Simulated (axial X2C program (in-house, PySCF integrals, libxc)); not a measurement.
**All-electron X2C curves of GeO⁺**

What are the state, bond length, wavenumber and bond energy of GeO⁺, and what does spin–orbit coupling change?

Method: all-electron X2C, Ge dyall-cv3z, O dyall-av3z; program: an in-house X2C program for linear molecules on PySCF integrals.

All values are calculated.

## (1) The job

The input, task.json:

```json
{"zs": [32, 8], "q": 1, "bas": ["dyall-cv3z", "dyall-av3z"], "levels": ["PBE0", "HF", "PW91"], "cc": true, "r0": 1.68, "thr": -1.0, "nmax": 90, "npts": 10, "nst": 2, "ntry": 6}
```

Keys: zs atomic numbers; q charge; bas basis sets; levels methods (HF also brings MP2); cc coupled cluster on or off; r0 starting distance in Å; thr threshold in hartree for freezing inner shells (an s shell follows its p shell); nmax most natural virtual spinors; npts points asked for on the curve; nst determinants followed; ntry starts of the search.

Launch:

```console
$ python so2c.py task.json out
```

Spin-free means the one-electron spin-free X2C Hamiltonian; two-component (2c) means X2C with spin–orbit coupling and atomic mean-field two-electron Coulomb and Gaunt terms. Basis: Ge dyall-cv3z contracted to [9s9p7d4f1g], O dyall-av3z contracted to [7s6p3d2f]; Gaussian nuclei, density fitting. Masses: Ge 73.921 u, O 15.995 u.

Notation: σ, π±, δ± give the projection m of an orbital's angular momentum (0, ±1, ±2), α and β its spin, Λ and M_S the sums; ω is the projection of a spinor's total angular momentum and Ω the sum. Logs are in hartree.

The results follow Hamiltonian by Hamiltonian and level by level.

## (2) Which state to follow

PBE0 moves the distance from 1.680 Å to 1.772 Å and compares determinants there.

Spin-free determinants:

| ΔE (eV) | state | open shells |
| --- | --- | --- |
| 0.00 | M_S = 1/2, Λ = 1 | beyond closed shells: π+α, π+β, π-α |
| 0.34 | M_S = 1/2, Λ = 0 | beyond closed shells: σα |
| 4.06 | M_S = 3/2, Λ = 0 | beyond closed shells: σα, π+α, π+β, 2 × π-α |
| 4.06 | M_S = 3/2, Λ = 2 | beyond closed shells: σα, 2 × π+α, π+β, π-α |
| 4.55 | M_S = 1/2, Λ = 2 | beyond closed shells: σα, 2 × π+α, π+β, π-β |
| 4.67 | M_S = 1/2, Λ = 2 | beyond closed shells: σα, π+α, 2 × π+β, π-α |
| 4.76 | M_S = 3/2, Λ = 1 | beyond closed shells: 2 × π+α, π-α |

Two-component determinants:

```
ΔE (eV)    state                                  open shells
   0.00  Ω = 3/2                excess of +ω over −ω: ω = 3/2
   0.04  Ω = 1/2                excess of +ω over −ω: ω = 1/2
   4.14  Ω = 7/2   excess of +ω over −ω: ω = 1/2, 2 × ω = 3/2
   4.17  Ω = 3/2                excess of +ω over −ω: ω = 3/2
   4.61  Ω = 5/2   excess of +ω over −ω: 2 × ω = 1/2, ω = 3/2
   4.66  Ω = 5/2   excess of +ω over −ω: 2 × ω = 1/2, ω = 3/2
   4.70  Ω = 1/2  excess of +ω over −ω: 2 × ω = -1/2, ω = 3/2
```

## (3) PBE0, spin-free

State followed: M_S = 1/2, Λ = 1 (beyond closed shells: π+α, π+β, π-α). The scan is laid around 1.773 Å, a first estimate of the minimum, and this SCF restarts from the orbitals of the search.

Output at 1.773 Å:

```text
spin-free X2C-1e  PBE0
basis functions 162  fitting functions 898  grid points 5074
iter        total energy     max residual
   1      -2173.443149731     1.90e-01
   2      -2173.446788703     7.71e-04
   3      -2173.446789549     4.83e-05
   4      -2173.446789508     8.16e-05
   5      -2173.446789571     1.05e-05
   6      -2173.446789572     2.66e-06
converged
one-electron -3166.00310865  Coulomb 1004.30082141  exact exchange -21.61357306  xc functional -66.53779108  nuclear repulsion 76.40686181
```

Along the bond, energies from the lowest point:

```
R (Å)  E (eV)  μ (D)  HOMO (eV)  LUMO (eV)  iterations
1.542  1.0305  -1.08     -16.69     -14.47          10
1.613  0.4214  -1.39     -16.68     -13.94          10
1.667  0.1636  -1.63     -16.64     -13.56          10
1.720  0.0330  -1.86     -16.58     -13.21          11
1.773  0.0000  -2.09     -16.47     -12.88           6
1.835  0.0541  -2.35     -16.05     -12.53          12
1.897  0.1812  -2.59     -15.66     -12.22          12
1.977  0.4185  -2.89     -15.20     -11.88          13
2.074  0.7776  -3.21     -14.69     -11.54          13
2.216  1.3585  -3.56     -14.04     -11.24          15
```

Dipoles are positive if O is the positive end and refer to the centre of mass.

Outer orbitals at the reference distance:

```
symmetry  occupied  ε (eV)             atomic character
      σα       yes  -35.04    76% O s, 7% Ge d, 7% Ge p
      σβ       yes  -32.96    75% O s, 8% Ge p, 6% Ge d
      σα       yes  -21.65    46% Ge s, 42% O p, 8% O s
      σβ       yes  -21.30    49% Ge s, 37% O p, 9% O s
     π+α       yes  -18.46    89% O p, 6% Ge p, 3% Ge d
     π-α       yes  -18.46    89% O p, 6% Ge p, 3% Ge d
      σα       yes  -16.90  46% O p, 24% Ge s, 23% Ge p
      σβ       yes  -16.48  50% O p, 25% Ge p, 20% Ge s
     π+β       yes  -16.47   82% O p, 12% Ge p, 3% Ge d
     π-β        no  -12.88   69% O p, 26% Ge p, 2% Ge d
     π-α        no   -9.78     81% Ge p, 9% O p, 6% O d
     π+α        no   -9.78     81% Ge p, 9% O p, 6% O d
     π+β        no   -9.58    75% Ge p, 13% O p, 5% O d
```

PBE0 fields in the half plane through the axis: z from -2.4 to 3.9 Å across, distance from the axis 0.15 to 2.25 Å upwards; Ge lies at z = 0 and O at z = 1.773 Å; the ELF is damped to zero where the density is low.

log10 density (e/bohr³). Ten even steps from '0' (-5.72 ) to '9' (1.38 ):
```
0112223333222222211100
1122333333333333222110
1223344444444443332211
2233445555444444433221
2334455555555555544321
2344556666666666654322
3345566787666777655432
3345567999767887765432
```

ELF. Ten even steps from '0' (0.00 ) to '9' (0.97 ):
```
0000000000000000000000
0000133310000000000000
0003687642000000000000
0038998753111222110000
0179997532223455431000
0599984211136788753100
0799962464148889875200
1899952727248438985200
```

Re = 1.768 Å, ωe = 745 cm⁻¹, ωexe = 3.25 cm⁻¹, Be = 0.4103 cm⁻¹, De = 3.62 eV, μ = -2.06 D.

## (4) HF, spin-free

The SCF at the reference distance of 1.773 Å:

```text
spin-free X2C-1e  HF
basis functions 162  fitting functions 898  grid points 5074
iter        total energy     max residual
   1      -2171.749717681     2.46e-01
   2      -2171.777246486     8.07e-03
   3      -2171.778445547     4.97e-03
   4      -2171.778699556     1.47e-03
   5      -2171.778768872     8.15e-04
   6      -2171.778787491     4.73e-04
   7      -2171.778793472     2.22e-04
   8      -2171.778795888     1.11e-04
   9      -2171.778796462     5.85e-05
  10      -2171.778796601     2.32e-05
  11      -2171.778796610     1.07e-05
  12      -2171.778796612     5.45e-06
  13      -2171.778796612     1.31e-06
converged
one-electron -3166.15756996  Coulomb 1004.57789306  exact exchange -86.60598152  xc functional 0.00000000  nuclear repulsion 76.40686181
```

No constants are quoted: the solution changes its character somewhere along the scan, so the fit is set aside.

## (5) PW91, spin-free

The SCF at the reference distance of 1.773 Å:

```text
spin-free X2C-1e  PW91
basis functions 162  fitting functions 898  grid points 5074
iter        total energy     max residual
   1      -2173.954302411     7.85e-02
   2      -2173.957515290     1.46e-02
   3      -2173.947306130     3.33e-02
   4      -2173.959203820     3.07e-03
   5      -2173.959230154     2.18e-03
   6      -2173.959273552     2.64e-04
   7      -2173.959274114     1.58e-05
   8      -2173.959274117     9.84e-06
   9      -2173.959274119     1.41e-06
converged
one-electron -3165.89018169  Coulomb 1004.15913518  exact exchange 0.00000000  xc functional -88.63508942  nuclear repulsion 76.40686181
```

Re = 1.795 Å, ωe = 696 cm⁻¹, ωexe = 3.29 cm⁻¹, Be = 0.3978 cm⁻¹, De = 4.02 eV, μ = -1.94 D.

## (6) MP2 and beyond, spin-free

Correlated methods: 9 electrons correlated (frozen shells, counted by type: Ge 3 s, 2 p, 1 d; O 1 s), 235 virtual spinors in MP2, 90 natural virtuals in coupled cluster.

Output of the correlated part at 1.773 Å:

```text
correlated 9  virtual 235  natural virtual 90  E(MP2) -0.263094190  MP2 remainder -0.006659068
iter   CCSD correlation   residual
   1     -0.265453957   1.23e-01
   2     -0.273127506   5.72e-02
   3     -0.276422592   2.64e-02
   4     -0.276402547   9.37e-03
   5     -0.276565152   4.85e-03
   6     -0.276633976   1.99e-03
   7     -0.276632705   6.64e-04
   8     -0.276641634   2.83e-04
   9     -0.276637689   1.36e-04
  10     -0.276638241   4.92e-05
  11     -0.276637277   2.08e-05
  12     -0.276637158   8.24e-06
  13     -0.276637092   3.62e-06
  14     -0.276637088   1.77e-06
(T) -0.010609364  T1 0.0312  D1 0.0621  max T2 0.069
```

T1 in the output is the amplitude norm over the root of the electron number; divide by √2 for the Lee–Taylor value.

MP2: No constants are quoted: the reference changes its character somewhere along the scan, so the fit is set aside.

CCSD: No constants are quoted: the reference changes its character somewhere along the scan, so the fit is set aside.

CCSD(T): No constants are quoted: the reference changes its character somewhere along the scan, so the fit is set aside.

## (7) A higher determinant, spin-free

State: M_S = 1/2, Λ = 0 (beyond closed shells: σα).

Output at the reference distance:

```text
spin-free X2C-1e  PBE0
basis functions 162  fitting functions 898  grid points 5074
iter        total energy     max residual
   1      -2173.430741593     1.88e-01
   2      -2173.434309259     8.14e-04
   3      -2173.434310104     9.19e-05
   4      -2173.434309612     2.39e-04
   5      -2173.434310190     1.28e-05
   6      -2173.434310192     4.70e-06
converged
one-electron -3165.46928767  Coulomb 1003.75209865  exact exchange -21.59946044  xc functional -66.52452255  nuclear repulsion 76.40686181
```

```
R (Å)  E above the lowest PBE0 point (eV)
1.542                               0.317
1.613                               0.109
1.667                               0.104
1.720                               0.189
1.773                               0.340
1.835                               0.572
1.897                               0.843
1.977                               1.226
2.074                               1.712
```

Re = 1.642 Å, ωe = 873 cm⁻¹, ωexe = 4.45 cm⁻¹, Be = 0.4756 cm⁻¹, μ = -2.94 D. Te = 0.09 eV.

## (8) The spin-free curves together

Energy (eV) of the followed determinant, spin-free, from each level's lowest point:

```
R (Å)   PBE0  HF (jumps)  MP2 (its reference jumps)  CCSD (its reference jumps)  CCSD(T) (its reference jumps)   PW91
1.542  1.031       0.879                      1.095                         n/a                            n/a  1.188
1.613  0.421       0.311                      0.455                       0.438                          0.473  0.532
1.667  0.164       0.090                      0.182                       0.170                          0.195  0.238
1.720  0.033       0.000                      0.040                       0.035                          0.047  0.070
1.773  0.000       0.009                      0.000                       0.000                          0.000  0.000
1.835  0.054       0.113                      0.050                       0.055                          0.040  0.011
1.897  0.181       0.290                      0.178                       0.185                          0.155  0.097
1.977  0.419       0.587                      0.428                       0.429                          0.379  0.281
2.074  0.778       1.001                      0.874                         n/a                            n/a  0.579
2.216  1.359       1.492                      2.036                         n/a                            n/a  1.076
```

## (9) PBE0, 2c

State followed: Ω = 3/2 (excess of +ω over −ω: ω = 3/2). The scan is laid around 1.773 Å, a first estimate of the minimum, and this SCF restarts from the orbitals of the search.

Output at 1.773 Å:

```text
two-component X2C + atomic mean field  PBE0
basis functions 162  fitting functions 898  grid points 5074
iter        total energy     max residual
   1      -2172.768098720     1.90e-01
   2      -2172.771797657     7.71e-04
   3      -2172.771798482     3.98e-05
   4      -2172.771798460     6.19e-05
   5      -2172.771798497     1.22e-05
   6      -2172.771798498     3.59e-06
converged
one-electron -3164.27490572  Coulomb 1003.94236523  exact exchange -21.60593979  xc functional -66.51448398  nuclear repulsion 76.40686181  atomic mean-field constant -0.72569606
```

Along the bond, energies from the lowest point:

```
R (Å)  E (eV)  μ (D)  HOMO (eV)  LUMO (eV)  iterations
1.542  1.0307  -1.07     -16.69     -14.44          10
1.613  0.4217  -1.38     -16.68     -13.91          10
1.667  0.1638  -1.62     -16.64     -13.53          10
1.720  0.0332  -1.85     -16.58     -13.18          11
1.773  0.0000  -2.08     -16.48     -12.86           6
1.835  0.0539  -2.33     -16.07     -12.50          12
1.897  0.1806  -2.58     -15.68     -12.19          12
1.977  0.4172  -2.87     -15.21     -11.84          13
2.074  0.7752  -3.19     -14.70     -11.50          13
2.216  1.3532  -3.52     -14.05     -11.18          14
```

Dipoles are positive if O is the positive end and refer to the centre of mass.

Outer spinors at the reference distance:

```
   ω  occupied  ε (eV)             atomic character  λ mixture
 1/2       yes  -35.05    76% O s, 7% Ge d, 7% Ge p     100% σ
-1/2       yes  -32.96    75% O s, 8% Ge p, 6% Ge d     100% σ
 1/2       yes  -21.65    46% Ge s, 42% O p, 8% O s     100% σ
-1/2       yes  -21.30    49% Ge s, 37% O p, 9% O s     100% σ
-1/2       yes  -18.48    89% O p, 6% Ge p, 3% Ge d     100% π
 3/2       yes  -18.46    89% O p, 6% Ge p, 3% Ge d     100% π
 1/2       yes  -16.90  46% O p, 24% Ge s, 23% Ge p     100% σ
-1/2       yes  -16.48  50% O p, 25% Ge p, 20% Ge s     100% σ
 1/2       yes  -16.48   82% O p, 12% Ge p, 3% Ge d     100% π
-3/2        no  -12.86   70% O p, 25% Ge p, 2% Ge d     100% π
-1/2        no   -9.84     81% Ge p, 9% O p, 6% O d     100% π
 3/2        no   -9.70     81% Ge p, 9% O p, 6% O d     100% π
 1/2        no   -9.64    75% Ge p, 14% O p, 5% O d     100% π
```

PBE0 fields in the half plane through the axis: z from -2.4 to 3.9 Å across, distance from the axis 0.15 to 2.25 Å upwards; Ge lies at z = 0 and O at z = 1.773 Å; the ELF is damped to zero where the density is low.

log10 density (e/bohr³). Ten even steps from '0' (-5.72 ) to '9' (1.38 ):
```
0112223333222222211100
1122333333333333222110
1223344444444443332211
2233445555444444433221
2334455555555555544321
2344556666666666654322
3345566787666777655432
3345567999767887765432
```

ELF. Ten even steps from '0' (0.00 ) to '9' (0.97 ):
```
0000000000000000000000
0000133310000000000000
0003687642000000000000
0038998753111222110000
0179997532223455431000
0599984211136788753100
0799962464148889975200
1899952727248438985200
```

Re = 1.768 Å, ωe = 745 cm⁻¹, ωexe = 3.27 cm⁻¹, Be = 0.4102 cm⁻¹, De = 3.61 eV, μ = -2.05 D.

## (10) HF, 2c

Output at 1.773 Å:

```text
two-component X2C + atomic mean field  HF
basis functions 162  fitting functions 898  grid points 5074
iter        total energy     max residual
   1      -2171.075133880     2.47e-01
   2      -2171.102665654     8.11e-03
   3      -2171.103867446     4.95e-03
   4      -2171.104121514     1.48e-03
   5      -2171.104190954     8.18e-04
   6      -2171.104209440     4.74e-04
   7      -2171.104215291     2.22e-04
   8      -2171.104217615     1.10e-04
   9      -2171.104218175     5.48e-05
  10      -2171.104218322     2.29e-05
  11      -2171.104218336     1.07e-05
  12      -2171.104218341     5.81e-06
  13      -2171.104218345     3.29e-06
  14      -2171.104218346     1.92e-06
converged
one-electron -3164.42578867  Coulomb 1004.21574338  exact exchange -86.57533881  xc functional 0.00000000  nuclear repulsion 76.40686181  atomic mean-field constant -0.72569606
```

No constants are quoted: the solution changes its character somewhere along the scan, so the fit is set aside.

## (11) PW91, 2c

The SCF at the reference distance of 1.773 Å:

```text
two-component X2C + atomic mean field  PW91
basis functions 162  fitting functions 898  grid points 5074
iter        total energy     max residual
   1      -2173.278955513     7.88e-02
   2      -2173.282144588     1.47e-02
   3      -2173.271712504     3.38e-02
   4      -2173.283855864     3.09e-03
   5      -2173.283882039     2.18e-03
   6      -2173.283925610     2.67e-04
   7      -2173.283926187     1.57e-05
   8      -2173.283926191     9.93e-06
   9      -2173.283926192     1.35e-06
converged
one-electron -3164.16335841  Coulomb 1003.80213726  exact exchange 0.00000000  xc functional -88.60387080  nuclear repulsion 76.40686181  atomic mean-field constant -0.72569606
```

Re = 1.795 Å, ωe = 695 cm⁻¹, ωexe = 3.31 cm⁻¹, Be = 0.3977 cm⁻¹, De = 4.02 eV, μ = -1.93 D.

## (12) Correlated methods, 2c

Correlated methods: 9 electrons correlated (frozen shells, counted by type: Ge 3 s, 2 p, 1 d; O 1 s), 235 virtual spinors in MP2, 90 natural virtuals in coupled cluster.

Output of the correlated part at 1.773 Å:

```text
correlated 9  virtual 235  natural virtual 90  E(MP2) -0.263107012  MP2 remainder -0.006658105
iter   CCSD correlation   residual
   1     -0.265431528   1.23e-01
   2     -0.273093977   5.71e-02
   3     -0.276383876   2.63e-02
   4     -0.276362502   9.26e-03
   5     -0.276522367   4.77e-03
   6     -0.276589598   1.95e-03
   7     -0.276588300   6.48e-04
   8     -0.276596972   2.77e-04
   9     -0.276593148   1.35e-04
  10     -0.276593703   4.86e-05
  11     -0.276592752   2.05e-05
  12     -0.276592636   8.11e-06
  13     -0.276592571   3.57e-06
  14     -0.276592567   1.75e-06
(T) -0.010616046  T1 0.0311  D1 0.0613  max T2 0.068
```

MP2: No constants are quoted: the reference changes its character somewhere along the scan, so the fit is set aside.

CCSD: No constants are quoted: the reference changes its character somewhere along the scan, so the fit is set aside.

CCSD(T): No constants are quoted: the reference changes its character somewhere along the scan, so the fit is set aside.

## (13) A higher determinant, 2c

State: Ω = 1/2 (excess of +ω over −ω: ω = 1/2).

Output at the reference distance:

```text
two-component X2C + atomic mean field  PBE0
basis functions 162  fitting functions 898  grid points 5074
iter        total energy     max residual
   1      -2172.766782315     1.90e-01
   2      -2172.770481083     7.71e-04
   3      -2172.770481905     4.77e-05
   4      -2172.770481871     7.58e-05
   5      -2172.770481926     1.25e-05
   6      -2172.770481928     3.62e-06
converged
one-electron -3164.26062024  Coulomb 1003.92934105  exact exchange -21.60601211  xc functional -66.51435638  nuclear repulsion 76.40686181  atomic mean-field constant -0.72569606
```

```
R (Å)  E above the lowest PBE0 point (eV)
1.542                               0.336
1.613                               0.128
1.667                               0.201
1.720                               0.070
1.773                               0.036
1.835                               0.089
1.897                               0.216
1.977                               0.453
2.074                               0.812
```

No constants are quoted: the solution changes its character somewhere along the scan, so the fit is set aside.

## (14) The 2c curves together

Energy (eV) of the followed determinant, 2c, from each level's lowest point:

```
R (Å)   PBE0  HF (jumps)  MP2 (its reference jumps)  CCSD (its reference jumps)  CCSD(T) (its reference jumps)   PW91
1.542  1.031       0.879                      1.096                         n/a                            n/a  1.188
1.613  0.422       0.311                      0.456                       0.438                          0.474  0.532
1.667  0.164       0.090                      0.182                       0.171                          0.195  0.238
1.720  0.033       0.000                      0.040                       0.035                          0.047  0.070
1.773  0.000       0.009                      0.000                       0.000                          0.000  0.000
1.835  0.054       0.113                      0.050                       0.055                          0.040  0.011
1.897  0.181       0.290                      0.177                       0.185                          0.154  0.096
1.977  0.417       0.587                      0.427                       0.428                          0.378  0.280
2.074  0.775       1.001                      0.873                         n/a                            n/a  0.576
2.216  1.353       1.486                      2.069                         n/a                            n/a  1.069
```

The whole job took 3 min on 1 thread of Intel Xeon Platinum 8223CL at 3.00GHz (Skylake/Cascade Lake), shared host; peak memory 0.56 GiB.

## (15) Results

Lowest determinant that the search found at its distance, spin-free: M_S = 1/2, Λ = 1 (beyond closed shells: π+α, π+β, π-α).

Lowest determinant that the search found at its distance, 2c: Ω = 3/2 (excess of +ω over −ω: ω = 3/2).

| Hamiltonian | level | Re (Å) | ωe (cm⁻¹) | De (eV) | μ (D) |
| --- | --- | --- | --- | --- | --- |
| spin-free | PBE0 | 1.768 | 745 | 3.62 | -2.06 |
| spin-free | PW91 | 1.795 | 696 | 4.02 | -1.94 |
| 2c | PBE0 | 1.768 | 745 | 3.61 | -2.05 |
| 2c | PW91 | 1.795 | 695 | 4.02 | -1.93 |

Dipoles are positive if O is the positive end and refer to the centre of mass. No constants: spin-free HF (the solution changes its character somewhere along the scan, so the fit is set aside); spin-free MP2 (the reference changes its character somewhere along the scan, so the fit is set aside); spin-free CCSD (the reference changes its character somewhere along the scan, so the fit is set aside); spin-free CCSD(T) (the reference changes its character somewhere along the scan, so the fit is set aside); 2c HF (the solution changes its character somewhere along the scan, so the fit is set aside); 2c MP2 (the reference changes its character somewhere along the scan, so the fit is set aside); 2c CCSD (the reference changes its character somewhere along the scan, so the fit is set aside); 2c CCSD(T) (the reference changes its character somewhere along the scan, so the fit is set aside).

Time per point (s) on 1 thread of Intel Xeon Platinum 8223CL at 3.00GHz (Skylake/Cascade Lake), shared host (2c runs); the times are rough: PBE0 0.58, PW91 0.41.

At PBE0, going from spin-free to two-component changes Re by 0 mÅ, ωe by -0.1 %, which is small (part of it comes from the scalar share of the two-electron terms). De moves by -0.01 eV; both De rest on single-determinant atoms, which can miss part of an open shell's spin–orbit lowering.

De refers to Ge+ + O, each in the lowest determinant found, which need not be this curve's own limit. Each curve is one determinant whose occupation by symmetry is held fixed; it was picked as the lowest of a PBE0 search that is not exhaustive. Dissociation energies refer to the lowest single-determinant-based atoms at the same level and basis. Density functionals use the spin component along the axis (collinear). At some level an empty orbital lies below a filled one.
